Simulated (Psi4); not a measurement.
# r2SCAN/def2-SVPD run of AlClF2 (SMILES [F][Al]([F])[Cl])

What is the energy change on altering one bond length of AlClF2 at r2SCAN/def2-SVPD? 

Program for the calculation: Psi4 1.11.

1 further run of the same task is left out (set aside as unsound or not needed).

## (1) The system as given

AlClF2: 4 atoms, total charge 0, spin state singlet. As SMILES, `[F][Al]([F])[Cl]`. The coordinates come from a PBE0-D4/def2-TZVP relaxation.

Bond lengths: F1–Al2 1.631 Å, Al2–F3 1.631 Å, Al2–Cl4 2.061 Å. Angles: F1–Al2–F3 119.0°, F1–Al2–Cl4 120.5°, F3–Al2–Cl4 120.5°.

## (2) A single-point energy at r2SCAN/def2-SVPD

Input file input.json:

```json
{
  "schema_name": "qcschema_input",
  "schema_version": 1,
  "molecule": {
    "schema_name": "qcschema_molecule",
    "schema_version": 2,
    "symbols": ["F", "Al", "F", "Cl"],
    "geometry": [1.88443489, 1.36392873, 2.17250474, 0.13092023, -0.0959036, 0.10123263, 0.5168212, -3.12526686, -0.3111623, -2.53219521, 1.85724173, -1.96259396],
    "molecular_charge": 0,
    "molecular_multiplicity": 1,
    "fix_symmetry": "c1"
  },
  "driver": "energy",
  "model": {
    "method": "r2scan",
    "basis": "def2-SVPD"
  },
  "keywords": {
    "reference": "rks",
    "puream": true,
    "e_convergence": 1e-09,
    "d_convergence": 1e-08,
    "scf_type": "pk",
    "dft_radial_points": 99,
    "dft_spherical_points": 590,
    "scf_properties": ["MULLIKEN_CHARGES", "QUADRUPOLE", "LOWDIN_CHARGES"]
  }
}
```

Started as:

```sh
$ psi4 --qcschema input.json -n 1 --memory 2200MB
```

stdout:

```text
[...]
  Running in c1 symmetry.
[...]
  Nuclear repulsion =  198.347935375407332
[...]
  Multiplicity = 1
[...]
  Nalpha       = 24
  Nbeta        = 24
[...]
    Number of basis functions: 97
[...]
   @RKS iter   1:  -901.86804594070043   -3.47664e-01   7.36610e-03 DIIS/ADIIS
[...]
   @RKS iter  11:  -902.04463625854112   -1.47793e-12   3.69726e-09 DIIS
[...]
    Orbital Energies [Eh]
    ---------------------
    Doubly Occupied:
       1A   -101.197556     2A    -55.850205     3A    -24.499572
       4A    -24.499566     5A     -9.396547     6A     -7.143869
       7A     -7.139560     8A     -7.138677     9A     -4.159658
      10A     -2.704162    11A     -2.697947    12A     -2.697626
      13A     -1.123911    14A     -1.115573    15A     -0.804525
      16A     -0.468457    17A     -0.433395    18A     -0.417110
      19A     -0.409971    20A     -0.395694    21A     -0.388315
      22A     -0.386162    23A     -0.339022    24A     -0.330282
[...]
  @RKS Final Energy:  -902.04463625854112
   => Energetics <=
    Nuclear Repulsion Energy =            198.3479353754073315
    One-Electron Energy =               -1646.0704656884781798
    Two-Electron Energy =                 613.4953857861687538
    DFT Exchange-Correlation Energy =     -67.8174917316390946
    Empirical Dispersion Energy =           0.0000000000000000
    VV10 Nonlocal Energy =                  0.0000000000000000
    Total Energy =                       -902.0446362585411180
[...]
 Multipole Moments:
 ------------------------------------------------------------------------------------
     Multipole            Electronic (a.u.)      Nuclear  (a.u.)        Total (a.u.)
 ------------------------------------------------------------------------------------
 L = 1.  Multiply by 2.5417464519 to convert [e a0] to [Debye]
 Dipole X            :          0.6904850           -0.8142203           -0.1237353
 Dipole Y            :         -0.5062357            0.5972125            0.0909769
 Dipole Z            :          0.5347727           -0.6311056           -0.0963329
 Magnitude           :                                                    0.1812933
 L = 2.  Multiply by 1.3450342976 to convert [e a0^2] to [Debye ang]
 Quadrupole XX       :       -160.8872354          135.4914554          -25.3957800
 Quadrupole XY       :         66.0267356          -65.5765849            0.4501507
[...]
  Mulliken Charges: (a.u.)
   Center  Symbol    Alpha    Beta     Spin     Total
       1     F     4.81738  4.81738  0.00000 -0.63476
       2    AL     5.57851  5.57851  0.00000  1.84298
       3     F     4.81738  4.81738  0.00000 -0.63476
       4    CL     8.78673  8.78673  0.00000 -0.57346
   Total alpha = 24.00000, Total beta = 24.00000, Total charge =  0.00000
  Lowdin Charges: (a.u.)
   Center  Symbol    Alpha    Beta     Spin     Total
       1     F     4.71268  4.71268  0.00000 -0.42535
       2    AL     6.07589  6.07589  0.00000  0.84823
[...]
```

The result, in JSON:

```text
{
 "driver": "energy",
 "model": {
  "method": "r2scan",
  "basis": "def2-SVPD"
 },
 "success": true,
 "return_result": -902.0446362585411,
 "properties": {
  "calcinfo_nbasis": 97,
  "calcinfo_nmo": 97,
  "calcinfo_nalpha": 24,
  "calcinfo_nbeta": 24,
  "calcinfo_natom": 4,
  "nuclear_repulsion_energy": 198.34793537540733,
  "return_energy": -902.0446362585411,
  "scf_one_electron_energy": -1646.0704656884782,
  "scf_two_electron_energy": 613.4953857861688,
  "scf_xc_energy": -67.8174917316391,
  "scf_dipole_moment": [-0.12373532487630001, 0.0909768686900887, -0.09633290551655982],
  "scf_total_energy": -902.0446362585411,
  "scf_iterations": 11
 }
}
```

It took 32 s on 1 thread of Intel Xeon Platinum 8259CL at 2.50GHz (Skylake/Cascade Lake), shared host; peak memory 1 GiB.

## (3) The distorted shape: energy and forces at r2SCAN/def2-SVPD

Input file alclf2.py:

```python
import psi4

psi4.set_memory('2200 MB')
psi4.set_num_threads(1)
psi4.core.set_output_file('alclf2.out', False)

mol = psi4.geometry("""
0 1
F      2.14745831     1.58290074     2.48319272
Al     0.13092023    -0.09590360     0.10123263
F      0.51682120    -3.12526686    -0.31116230
Cl    -2.53219521     1.85724173    -1.96259396
units au
symmetry c1
""")

psi4.set_options({
    'basis': 'def2-SVPD',
    'reference': 'rks',
    'puream': True,
    'e_convergence': 1e-09,
    'd_convergence': 1e-08,
    'scf_type': 'pk',
    'dft_radial_points': 99,
    'dft_spherical_points': 590,
})

e_tot, wfn = psi4.gradient('r2scan', return_wfn=True)
psi4.oeprop(wfn, 'MAYER_INDICES', 'QUADRUPOLE', 'WIBERG_LOWDIN_INDICES')
print('gradient / Eh bohr^-1')
print(e_tot.np.round(6))
print(f'energy = {wfn.energy():.10f} Eh')
```

Started as:

```sh
$ python alclf2.py
```

alclf2.out (excerpt; [...] marks lines left out):

```text
[...]
  Running in c1 symmetry.
[...]
  Nuclear repulsion =  190.796850976286038
[...]
  Multiplicity = 1
[...]
  Nalpha       = 24
  Nbeta        = 24
[...]
    Number of basis functions: 97
[...]
   @RKS iter   1:  -901.84913862239875   -4.26056e-01   7.28080e-03 DIIS/ADIIS
[...]
   @RKS iter  11:  -902.02672086513951   -3.06954e-12   4.24707e-09 DIIS
[...]
  @RKS Final Energy:  -902.02672086513951
   => Energetics <=
    Nuclear Repulsion Energy =            190.7968509762860378
    One-Electron Energy =               -1630.8360712578164566
    Two-Electron Energy =                 605.7492585074587623
    DFT Exchange-Correlation Energy =     -67.7367590910679667
    Empirical Dispersion Energy =           0.0000000000000000
    VV10 Nonlocal Energy =                  0.0000000000000000
    Total Energy =                       -902.0267208651395094
[...]
  -Total Gradient:
     Atom            X                  Y                   Z
    ------   -----------------  -----------------  -----------------
       1        0.042285062411     0.035506243422     0.050032222667
       2       -0.041940750183    -0.047397537221    -0.052790659911
       3       -0.003198904993     0.015001761035     0.000805795490
       4        0.002107844230    -0.002887366668     0.001291030030
[...]
 Multipole Moments:
 ------------------------------------------------------------------------------------
     Multipole            Electronic (a.u.)      Nuclear  (a.u.)        Total (a.u.)
 ------------------------------------------------------------------------------------
 L = 1.  Multiply by 2.5417464519 to convert [e a0] to [Debye]
 Dipole X            :          0.4777349           -0.8468487           -0.3691138
 Dipole Y            :         -0.6323101            0.5700488           -0.0622613
 Dipole Z            :          0.2967257           -0.6696468           -0.3729211
 Magnitude           :                                                    0.5283859
 L = 2.  Multiply by 1.3450342976 to convert [e a0^2] to [Debye ang]
 Quadrupole XX       :       -172.9670024          146.8666262          -26.1003762
 Quadrupole XY       :         57.9778753          -58.1164992           -0.1386239
[...]
```

The script printed:

```text
gradient / Eh bohr^-1
[[ 0.042285  0.035506  0.050032]
 [-0.041941 -0.047398 -0.052791]
 [-0.003199  0.015002  0.000806]
 [ 0.002108 -0.002887  0.001291]]
energy = -902.0267208651 Eh
```

Wall time 42 s (1 thread of Intel Xeon Platinum 8259CL at 2.50GHz (Skylake/Cascade Lake), shared host); peak memory 1 GiB.

## (4) Outcome

Level: r2SCAN/def2-SVPD.

| quantity | value |
| --- | --- |
| first shape: total energy | -902.04464 Eh |
| first shape: dipole moment | 0.46 D |
| first shape: HOMO energy | -8.99 eV |
| first shape: LUMO energy | -1.90 eV |
| first shape: HOMO–LUMO gap | 7.09 eV |
| distorted shape: total energy | -902.02672 Eh |
| distorted shape: dipole moment | 1.34 D |
| distorted shape: HOMO energy | -9.17 eV |
| distorted shape: LUMO energy | -2.49 eV |
| distorted shape: HOMO–LUMO gap | 6.68 eV |
| distorted shape: largest force on an atom | 4.238 eV/Å |
| energy change with the F1–Al2 bond stretched from 1.631 to 1.875 Å | 0.488 eV |

With the F1–Al2 bond stretched from 1.631 to 1.875 Å the energy rises by 0.49 eV (11.2 kcal/mol). The first shape isn't relaxed at this level, so the change isn't measured from a minimum.
